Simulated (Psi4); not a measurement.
# C2H6BN (SMILES [BH3-]C#[N+]C): B2PLYP/cc-pVDZ (density fitting for correlation)

Aim: the vertical ionisation energy of C2H6BN at B2PLYP/cc-pVDZ (density fitting for correlation), from 2 runs. Input form: an ASE script.

Program for the calculation: Psi4 1.11.

1 further run of the same task is left out (set aside as unsound or not needed).

### Step 1. The structure to begin with

C2H6BN has 10 atoms, charge 0, and is taken as a singlet. As SMILES, `[BH3-]C#[N+]C`. The coordinates come from a PBE0-D4/def2-TZVP relaxation.

Bond lengths: B1–C2 1.535 Å, C2–N3 1.155 Å, N3–C4 1.407 Å, B1–H5 1.212 Å, B1–H6 1.212 Å, B1–H7 1.212 Å, C4–H8 1.091 Å, C4–H9 1.091 Å, C4–H10 1.091 Å. Some angles: B1–C2–N3 180.0°, C2–N3–C4 179.9°, C2–B1–H5 106.1°, C2–B1–H6 106.1°, C2–B1–H7 106.1°, N3–C4–H8 109.7°, N3–C4–H9 109.7°, N3–C4–H10 109.7°, H5–B1–H6 112.6°, H5–B1–H7 112.6°.

### Step 2. The energy at B2PLYP/cc-pVDZ (density fitting for correlation)

Input file run_ase.py:

```python
import numpy as np
from ase.calculators.psi4 import Psi4
from ase import Atoms

a = Atoms(['B', 'C', 'N', 'C', 'H', 'H', 'H', 'H', 'H', 'H'], positions=[
    [-1.081490, 1.190110, -1.304370],
    [-0.280220, 0.307620, -0.337860],
    [0.322890, -0.356720, 0.389990],
    [1.058250, -1.164470, 1.276290],
    [-1.406670, 0.471340, -2.224980],
    [-2.032680, 1.600560, -0.674520],
    [-0.331540, 2.078420, -1.648510],
    [1.114260, -2.181710, 0.886430],
    [2.067550, -0.765500, 1.386090],
    [0.569650, -1.179670, 2.251460],
])
calc = Psi4(atoms=a, method='b2plyp', basis='cc-pVDZ', memory='1600MB', num_threads=1, charge=0, multiplicity=1, label='calc', reference='rks')
calc.psi4.set_options({'puream': True, 'e_convergence': 1e-09, 'd_convergence': 1e-08, 'scf_type': 'pk', 'dft_radial_points': 99, 'dft_spherical_points': 590, 'num_frozen_docc': 4})
a.calc = calc

print(f'energy: {a.get_potential_energy():.6f} eV')
```

The run is started by

```sh
python run_ase.py
```

calc.dat:

```text
[...]
  Running in c1 symmetry.
[...]
  Nuclear repulsion =  101.530963560932832
[...]
  Multiplicity = 1
[...]
  Nalpha       = 15
  Nbeta        = 15
[...]
    Number of basis functions: 86
[...]
   @RKS iter   1:  -158.90040839734536   -6.62122e-01   5.05680e-03 DIIS/ADIIS
[...]
   @RKS iter  11:  -159.02701034556677   -1.02318e-12   1.45354e-09 DIIS
[...]
    Orbital Energies [Eh]
    ---------------------
    Doubly Occupied:
       1A    -14.929391     2A    -10.729732     3A    -10.726023
       4A     -7.027928     5A     -1.140412     6A     -0.921583
       7A     -0.687071     8A     -0.635819     9A     -0.579263
      10A     -0.579258    11A     -0.450718    12A     -0.450717
      13A     -0.418117    14A     -0.335377    15A     -0.335374
[...]
  @RKS Final Energy:  -159.02701034556677
   => Energetics <=
    Nuclear Repulsion Energy =            101.5309635609328325
    One-Electron Energy =                -412.9490740825772264
    Two-Electron Energy =                 163.8882267463371534
    DFT Exchange-Correlation Energy =     -11.4971265702595371
    Empirical Dispersion Energy =           0.0000000000000000
    VV10 Nonlocal Energy =                  0.0000000000000000
    Total Energy =                       -159.0270103455667652
[...]
 Multipole Moments:
 ------------------------------------------------------------------------------------
     Multipole            Electronic (a.u.)      Nuclear  (a.u.)        Total (a.u.)
 ------------------------------------------------------------------------------------
 L = 1.  Multiply by 2.5417464519 to convert [e a0] to [Debye]
 Dipole X            :          0.5302897            0.8484283            1.3787181
 Dipole Y            :         -0.5875092           -0.9295301           -1.5170393
 Dipole Z            :          0.6406008            1.0220473            1.6626481
 Magnitude           :                                                    2.6394451
[...]
```

The script printed:

```text
energy: -4332.169203 eV
```

It took 20 s on 1 thread of Intel Xeon Platinum 8375C at 2.90GHz (Ice Lake), shared host; peak memory 0.97 GiB.

### Step 3. The doublet cation

Input file c2h6bn.xyz:

```xyz
10
C2H6BN
B     -1.081490     1.190110    -1.304370
C     -0.280220     0.307620    -0.337860
N      0.322890    -0.356720     0.389990
C      1.058250    -1.164470     1.276290
H     -1.406670     0.471340    -2.224980
H     -2.032680     1.600560    -0.674520
H     -0.331540     2.078420    -1.648510
H      1.114260    -2.181710     0.886430
H      2.067550    -0.765500     1.386090
H      0.569650    -1.179670     2.251460
```

Input file run.py:

```python
import numpy as np
from ase.calculators.psi4 import Psi4
from ase.io import read

atoms = read('c2h6bn.xyz')
calc = Psi4(atoms=atoms, method='b2plyp', basis='cc-pVDZ', memory='1600MB', num_threads=1, charge=1, multiplicity=2, label='c2h6bn', reference='uks')
calc.psi4.set_options({'puream': True, 'e_convergence': 1e-09, 'd_convergence': 1e-08, 'scf_type': 'pk', 'dft_radial_points': 99, 'dft_spherical_points': 590, 'num_frozen_docc': 4, 'maxiter': 100})
atoms.calc = calc

print(f'energy: {atoms.get_potential_energy():.6f} eV')
```

The run is started by

```sh
python run.py
```

c2h6bn.dat:

```text
[...]
  Running in c1 symmetry.
[...]
  Nuclear repulsion =  101.530963560932832
[...]
  Multiplicity = 2
[...]
  Nalpha       = 15
  Nbeta        = 14
[...]
    Number of basis functions: 86
[...]
   @UKS iter   1:  -158.55319883542137   -3.14912e-01   3.93092e-03 ADIIS/DIIS
[...]
   @UKS iter  28:  -158.65269651609967   -4.51905e-12   7.35732e-09 DIIS
[...]
   @S^2 Observed:                7.777661859E-01
[...]
    Orbital Energies [Eh]
    ---------------------
    Alpha Occupied:
       1A    -15.172019     2A    -10.946011     3A    -10.888505
       4A     -7.335776     5A     -1.362639     6A     -1.112197
       7A     -0.946863     8A     -0.839220     9A     -0.772486
      10A     -0.764224    11A     -0.717490    12A     -0.706039
      13A     -0.656018    14A     -0.630528    15A     -0.595377
    Alpha Virtual:
      16A     -0.168686    17A     -0.158073    18A     -0.065156
      19A     -0.031161    20A      0.003327    21A      0.004989
      22A      0.007216    23A      0.028782    24A      0.029869
      25A      0.033038    26A      0.084451    27A      0.105594
[...]
  @UKS Final Energy:  -158.65269651609967
   => Energetics <=
    Nuclear Repulsion Energy =            101.5309635609328325
    One-Electron Energy =                -406.1642206475081593
    Two-Electron Energy =                 157.3196346006999988
    DFT Exchange-Correlation Energy =     -11.3390740302243387
    Empirical Dispersion Energy =           0.0000000000000000
    VV10 Nonlocal Energy =                  0.0000000000000000
    Total Energy =                       -158.6526965160996667
[...]
 Multipole Moments:
 ------------------------------------------------------------------------------------
     Multipole            Electronic (a.u.)      Nuclear  (a.u.)        Total (a.u.)
 ------------------------------------------------------------------------------------
 L = 1.  Multiply by 2.5417464519 to convert [e a0] to [Debye]
 Dipole X            :         -0.8542748            0.8484283           -0.0058464
 Dipole Y            :          1.2384948           -0.9295301            0.3089647
 Dipole Z            :         -0.8819795            1.0220473            0.1400678
 Magnitude           :                                                    0.3392821
[...]
```

The script printed:

```text
energy: -4321.841450 eV
```

Wall time 67 s (1 thread of Intel Xeon Platinum 8375C at 2.90GHz (Ice Lake), shared host); peak memory 0.97 GiB.

### Step 4. Results

At B2PLYP/cc-pVDZ (density fitting for correlation), 4 core orbitals frozen:

```
                                                                quantity          value
                                            singlet C2H6BN: total energy  -159.20428 Eh
                       singlet C2H6BN: HOMO energy (SCF part's orbitals)       -9.13 eV
                       singlet C2H6BN: LUMO energy (SCF part's orbitals)        1.58 eV
                     singlet C2H6BN: HOMO–LUMO gap (SCF part's orbitals)       10.70 eV
                                            doublet cation: total energy  -158.82475 Eh
doublet cation: HOMO energy (SCF part's orbitals) (highest over α and β)      -15.79 eV
 doublet cation: LUMO energy (SCF part's orbitals) (lowest over α and β)      -11.25 eV
                                                    doublet cation: ⟨S²⟩          0.778
                      vertical ionisation energy (to the doublet cation)      10.328 eV
```

Removing an electron at fixed nuclei costs 10.33 eV (996 kJ/mol). The negative HOMO energy of the first species, 9.13 eV, lies 1.20 eV below that difference.
